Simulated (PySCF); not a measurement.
# TaSF3: geometry, NMR shifts and electronic excitations

Aim: predict the NMR shifts and electronic excitations of TaSF3 (`[F][Ta]([F])([F])=[S]`).

The runs use PySCF 2.14.0, with density-fitted response routines of our own; the level of theory stands in each step. All values are computed, except where a source is named. Atoms are numbered from 0 throughout.

## (1) The molecule as given

5 atoms, charge 0, multiplicity 1; geometry from: GFN2-xTB.

Bonds of the start (Å): Ta0–S1 2.24, Ta0–F2 1.85, Ta0–F3 1.85, Ta0–F4 1.85.

## (2) Optimising the geometry at PBE0-D3(BJ)/def2-SVP

The job: settings as JSON, then the geometry in Å.

```
{"job": {"xc": "PBE0", "basis": "def2-SVP", "d3": "d3bj", "grid": 1, "maxiter": 40, "kind": "geom"}, "charge": 0, "multiplicity": 1}
Ta     0.000190     0.000920    -0.232280
S      0.011700    -0.018780     2.005450
F      1.809760     0.011980    -0.596790
F     -0.912900     1.569790    -0.577650
F     -0.908740    -1.563900    -0.598740
```

Output:

```text
step   0  E = -754.20622661  max force = 0.082339
step   1  E = -754.21456093  max force = 0.036415
step   2  E = -754.21638306  max force = 0.007600
step   3  E = -754.21652947  max force = 0.003067
step   4  E = -754.21655182  max force = 0.000366
step   5  E = -754.21655357  max force = 0.000127
optimisation converged
```

It took 27 s on 1 thread, shared host.

Relaxation path:

```csv
step,energy from step 0 (eV),largest force component (eV/Å)
0,0.0000,4.2340
1,-0.2268,1.8725
2,-0.2764,0.3908
3,-0.2804,0.1577
4,-0.2810,0.0188
5,-0.2810,0.0065
```

Close pairs (by a distance rule), those that changed most:

```csv
bond,before (Å),after (Å),change (Å)
Ta0–S1,2.238,2.149,-0.089
Ta0–F2,1.846,1.866,+0.020
Ta0–F4,1.846,1.866,+0.020
Ta0–F3,1.848,1.866,+0.018
```

The end geometry stands in the next job.

```csv
at the end point,value
point group (found at 0.08 Å tolerance),C3v
"rotational constants (GHz, main isotopes)","2.801, 2.015, 2.013"
dipole moment (D),1.64
```

## (3) Nuclear shieldings: PBE0/def2-TZVP+pcSseg-1

The job: settings as JSON, then the geometry in Å.

```
{"job": {"kind": "nmr", "xc": "PBE0", "basis": {"default": "pcSseg-1", "Ta": "def2-TZVP"}}, "charge": 0, "multiplicity": 1}
Ta    -0.001349     0.001118    -0.091879
S      0.020629    -0.020470     2.056534
F      1.771694     0.010091    -0.673742
F     -0.899495     1.546252    -0.629346
F     -0.891469    -1.536981    -0.661576
```

Level: GIAO PBE0/pcSseg-1 Ta:def2-TZVP NMR shielding, scalar relativity only through core potentials, gas phase.

Output:

```text
coarse grid: 31096 points
cycle   1  E = -754.4233214840  dE = -1.941e+01  |g| = 8.481e-01  |ddm| = 6.268e+00
cycle   2  E = -754.2252129072  dE =  1.981e-01  |g| = 1.296e+00  |ddm| = 1.382e+00
cycle   3  E = -754.5441166632  dE = -3.189e-01  |g| = 1.949e-01  |ddm| = 9.628e-01
cycle   4  E = -754.5519566563  dE = -7.840e-03  |g| = 9.489e-02  |ddm| = 2.449e-01
cycle   5  E = -754.5533933962  dE = -1.437e-03  |g| = 6.438e-02  |ddm| = 1.175e-01
cycle   6  E = -754.5544017655  dE = -1.008e-03  |g| = 6.408e-03  |ddm| = 5.236e-02
cycle   7  E = -754.5544135831  dE = -1.182e-05  |g| = 9.199e-04  |ddm| = 6.531e-03
cycle   8  E = -754.5544138321  dE = -2.491e-07  |g| = 1.644e-04  |ddm| = 9.763e-04
final grid: 62112 points
cycle   9  E = -754.5545839856  dE = -3.088e-07  |g| = 2.180e-04  |ddm| = 8.484e-04
cycle  10  E = -754.5545839521  dE =  3.353e-08  |g| = 4.469e-04  |ddm| = 4.486e-04
cycle  11  E = -754.5545839950  dE = -4.289e-08  |g| = 7.273e-05  |ddm| = 3.442e-04
cycle  12  E = -754.5545839959  dE = -9.682e-10  |g| = 4.369e-05  |ddm| = 9.033e-05
cycle  13  E = -754.5545839964  dE = -4.568e-10  |g| = 8.491e-06  |ddm| = 3.735e-05
converged SCF energy = -754.5545839964

GIAO shielding tensors (ppm)
atom      isotropic    diamagn.    paramagn.     s11        s22        s33       span
  0 Ta         nan         nan         nan        nan        nan        nan        nan
  1 S     -394.028    1059.089   -1453.117   -917.423   -914.916    650.256   1567.679
  2 F       40.092     469.981    -429.889   -223.208    100.019    243.464    466.672
  3 F       40.019     469.985    -429.965   -223.578    100.202    243.433    467.011
  4 F       40.050     469.983    -429.934   -223.421    100.074    243.496    466.918
```

Run time: 6.7 s. Hardware: 1 thread, shared host.

The references, computed at this level on geometries of the same kind, shield at (ppm): ¹⁹F CFCl3 177.2, ³³S CS2 496. Their shielding less the atom's gives the shift. The references are single molecules in the gas phase, so shifts against H2O, NH3, PH3, H3PO4 or CFCl3 are not on the usual liquid scales and can be off by tens of ppm. Atoms listed in one row are averaged.

```csv
atoms,environment,σ (ppm),δ (ppm)
S1,sulfur bonded to Ta,-394,890
"F2, F3, F4",fluorine bonded to Ta,40.1,137.2
```

Atoms past Kr carry core potentials, so their printed shieldings have no meaning and are left out of the table.

Charges from the same density, by scheme (e):

```
     atoms  Mulliken  ESP fit
       Ta0      1.30     1.22
        S1     -0.25    -0.39
F2, F3, F4     -0.35    -0.28
```

Mayer bond orders: Ta0–S1 2.28, Ta0–F2 1.05, Ta0–F3 1.05, Ta0–F4 1.05.

With diffuse functions Mulliken charges and Mayer bond orders lose their meaning; the other schemes are steadier.

## (4) TDDFT and polarisability: CAM-B3LYP/def2-SVPD

The job: settings as JSON, then the geometry in Å.

```
{"job": {"kind": "uv", "xc": "CAM-B3LYP", "basis": "def2-SVPD", "ip": true, "nstates": 10}, "charge": 0, "multiplicity": 1}
Ta    -0.001349     0.001118    -0.091879
S      0.020629    -0.020470     2.056534
F      1.771694     0.010091    -0.673742
F     -0.899495     1.546252    -0.629346
F     -0.891469    -1.536981    -0.661576
```

Method: TDDFT CAM-B3LYP/def2-SVPD, vertical, gas phase, core orbitals frozen in the response.

Output:

```text
coarse grid: 31096 points
cycle   1  E = -754.4044738453  dE = -1.292e+01  |g| = 8.678e-01  |ddm| = 8.088e+00
cycle   2  E = -754.2989678785  dE =  1.055e-01  |g| = 1.091e+00  |ddm| = 1.866e+00
cycle   3  E = -754.5671578222  dE = -2.682e-01  |g| = 1.098e-01  |ddm| = 1.113e+00
cycle   4  E = -754.5700236244  dE = -2.866e-03  |g| = 4.724e-02  |ddm| = 2.070e-01
cycle   5  E = -754.5705914528  dE = -5.678e-04  |g| = 1.912e-02  |ddm| = 6.744e-02
cycle   6  E = -754.5706644702  dE = -7.302e-05  |g| = 7.345e-03  |ddm| = 2.215e-02
cycle   7  E = -754.5706807671  dE = -1.630e-05  |g| = 1.123e-03  |ddm| = 9.044e-03
cycle   8  E = -754.5706824224  dE = -1.655e-06  |g| = 3.979e-04  |ddm| = 4.528e-03
final grid: 62112 points
cycle   9  E = -754.5709477488  dE = -2.654e-07  |g| = 4.949e-04  |ddm| = 1.958e-03
cycle  10  E = -754.5709476555  dE =  9.332e-08  |g| = 8.356e-04  |ddm| = 1.417e-03
cycle  11  E = -754.5709478387  dE = -1.832e-07  |g| = 8.667e-05  |ddm| = 9.111e-04
cycle  12  E = -754.5709478417  dE = -2.984e-09  |g| = 6.925e-05  |ddm| = 1.480e-04
cycle  13  E = -754.5709478440  dE = -2.287e-09  |g| = 1.635e-05  |ddm| = 1.537e-04
cycle  14  E = -754.5709478442  dE = -1.967e-10  |g| = 3.959e-06  |ddm| = 4.972e-05
converged SCF energy = -754.5709478442

Static polarisability (au): isotropic 57.748, principal 49.074 49.094 75.076

Singlet excitations
state   eV       nm        f      main configurations
  1   4.2225    293.6   0.00000   H->L 0.50, H-1->L+1 0.48
  2   4.4801    276.7   0.00155   H-1->L 0.27, H->L+1 0.27, H-1->L+1 0.23
  3   4.4804    276.7   0.00159   H-1->L+1 0.27, H->L 0.26, H-1->L 0.23
  4   5.1512    240.7   0.02887   H->L+1 0.36, H-1->L 0.36, H->L+4 0.11
  5   5.4756    226.4   0.00000   H-2->L 0.92
  6   5.4789    226.3   0.00000   H-2->L+1 0.92
  7   5.5158    224.8   0.01677   H->L+2 0.94
  8   5.5182    224.7   0.01698   H-1->L+2 0.93
  9   5.7499    215.6   0.00000   H-1->L+4 0.50, H->L+5 0.48
 10   5.9954    206.8   0.00605   H->L+5 0.27, H-1->L+4 0.27, H->L+4 0.19

Triplet excitations (Tamm-Dancoff, eV): 3.6923 3.9355 3.9356 4.2329
Vertical ionisation energy (delta-SCF) = 10.7117 eV
Vertical electron affinity (delta-SCF) = 0.5345 eV
```

Wall time 52 s (1 thread, shared host).

Frontier orbitals and where they lie:

```csv
orbital,eV,atoms
HOMO−3,-14.59,"F4 32 %, F3 32 %, F2 32 %"
HOMO−2,-10.92,"S1 72 %, Ta0 23 %"
HOMO−1,-9.75,"S1 70 %, Ta0 22 %, F2 5 %"
HOMO,-9.75,"S1 70 %, Ta0 22 %, F3 5 %"
LUMO,-1.30,"Ta0 63 %, S1 18 %, F3 7 %"
LUMO+1,-1.30,"Ta0 63 %, S1 18 %, F2 7 %"
LUMO+2,-0.45,"Ta0 58 %, S1 20 %, F3 8 %"
```

With each of the 10 states as a Gaussian band of 0.4 eV half-width at 1/e, the curve within the window shown has maxima at 231 nm (ε 2,100) L/(mol cm). Beyond the last state computed it falls off for lack of states. The curve at chosen wavelengths:

(nm, ε (L/mol/cm)): (197, 171), (203, 382), (209, 726), (214, 1121), (220, 1626), (226, 1985), (232, 2079), (238, 1913), (243, 1634), (249, 1227), (255, 841), (261, 546), (267, 354), (272, 257), (278, 188), (284, 143), (290, 108), (296, 79), (301, 58), (307, 38), (313, 24), (319, 14), (325, 8), (330, 5), (336, 3), (342, 1)

Further results of this job:

```
           property  computed
  dipole moment (D)      1.49
polarisability (Å³)      8.56
 HOMO–LUMO gap (eV)      8.45
      −ε(HOMO) (eV)      9.75
```

## (5) Shielding tensors: B3LYP/def2-TZVP+pcSseg-1

The job: settings as JSON, then the geometry in Å.

```
{"job": {"kind": "nmr", "xc": "B3LYP", "basis": {"default": "pcSseg-1", "Ta": "def2-TZVP"}, "pop": false}, "charge": 0, "multiplicity": 1}
Ta    -0.001349     0.001118    -0.091879
S      0.020629    -0.020470     2.056534
F      1.771694     0.010091    -0.673742
F     -0.899495     1.546252    -0.629346
F     -0.891469    -1.536981    -0.661576
```

Level: GIAO B3LYP/pcSseg-1 Ta:def2-TZVP NMR shielding, scalar relativity only through core potentials, gas phase.

Output:

```text
coarse grid: 31096 points
cycle   1  E = -754.8703183350  dE = -1.933e+01  |g| = 9.160e-01  |ddm| = 6.279e+00
cycle   2  E = -754.5605296957  dE =  3.098e-01  |g| = 1.537e+00  |ddm| = 1.632e+00
cycle   3  E = -755.0217579843  dE = -4.612e-01  |g| = 2.110e-01  |ddm| = 1.146e+00
cycle   4  E = -755.0319651463  dE = -1.021e-02  |g| = 7.346e-02  |ddm| = 2.467e-01
cycle   5  E = -755.0321802761  dE = -2.151e-04  |g| = 7.090e-02  |ddm| = 1.056e-01
cycle   6  E = -755.0334198083  dE = -1.240e-03  |g| = 8.507e-03  |ddm| = 5.758e-02
cycle   7  E = -755.0334403009  dE = -2.049e-05  |g| = 1.111e-03  |ddm| = 8.073e-03
cycle   8  E = -755.0334406445  dE = -3.436e-07  |g| = 2.359e-04  |ddm| = 9.948e-04
final grid: 62112 points
cycle   9  E = -755.0336450265  dE = -3.013e-07  |g| = 5.151e-04  |ddm| = 1.109e-03
cycle  10  E = -755.0336445021  dE =  5.244e-07  |g| = 1.455e-03  |ddm| = 1.581e-03
cycle  11  E = -755.0336450953  dE = -5.932e-07  |g| = 1.175e-04  |ddm| = 1.230e-03
cycle  12  E = -755.0336450978  dE = -2.558e-09  |g| = 3.014e-05  |ddm| = 7.990e-05
cycle  13  E = -755.0336450980  dE = -1.442e-10  |g| = 7.172e-06  |ddm| = 1.945e-05
converged SCF energy = -755.0336450980

GIAO shielding tensors (ppm)
atom      isotropic    diamagn.    paramagn.     s11        s22        s33       span
  0 Ta         nan         nan         nan        nan        nan        nan        nan
  1 S     -421.685    1059.551   -1481.236   -953.048   -950.505    638.499   1591.547
  2 F       34.225     471.203    -436.978   -233.144    103.125    232.695    465.839
  3 F       34.124     471.206    -437.082   -233.550    103.270    232.652    466.202
  4 F       34.162     471.205    -437.043   -233.382    103.148    232.721    466.102
```

It took 6.9 s on 1 thread, shared host.

In short: δ S1 907, F2 137.8 ppm (means over like atoms).

## (6) Run by run: NMR shifts

Shifts (ppm), means over like atoms, with basis size and wall time:

```
                     run   S1     F2  functions   time
 PBE0/def2-TZVP+pcSseg-1  890  137.2        115  6.7 s
B3LYP/def2-TZVP+pcSseg-1  907  137.8        115  6.9 s
```

## (7) Results

| quantity | value |
| --- | --- |
| point group | C3v |
| rotational constants (main isotopes) | 2.80, 2.02, 2.01 GHz |
| ³³S shifts against CS2 (PBE0/def2-TZVP+pcSseg-1) | 890 ppm |
| ¹⁹F shifts against CFCl3 (PBE0/def2-TZVP+pcSseg-1, means over atoms taken as alike) | 137.2 ppm |
| lowest singlet (CAM-B3LYP/def2-SVPD) | 4.22 eV (294 nm), f = 0.000 |
| brightest single state of those computed | state 4, 5.15 eV, f = 0.029 |
| lowest triplet | 3.69 eV |
| vertical ionisation energy (ΔSCF) | 10.71 eV |
| vertical electron affinity (ΔSCF) | 0.53 eV |
| range of the shift of S1 | 890 to 907 ppm |

What this shows: The optimisation took 5 steps and gained 0.281 eV; among the close pairs (by a distance rule), Ta0–S1 changed most, from 2.238 to 2.149 Å. At PBE0/def2-TZVP+pcSseg-1: Shielding is most anisotropic at S1 (span 1568 ppm, paramagnetic term -1453 ppm). The first singlet state (HOMO→LUMO 0.50, HOMO−1→LUMO+1 0.48) lies at 4.22 eV and is dark; of the 10 states computed, the strongest absorption comes from states 7 to 8 together at 5.52 eV. The lowest triplet lies 0.53 eV below the lowest singlet (triplets in Tamm-Dancoff, singlets in full TDDFT). Spin-orbit coupling, left out, mixes singlets and triplets in elements this heavy. ΔSCF puts the ionisation energy at 10.71 eV, 0.96 eV above −ε(HOMO). In ppm, S1 moves most: its shift spreads over 17 ppm, from 890 (PBE0/def2-TZVP+pcSseg-1) to 907 (B3LYP/def2-TZVP+pcSseg-1). Spin-orbit coupling is left out, which matters for shieldings and couplings at and beside the heavy atoms.
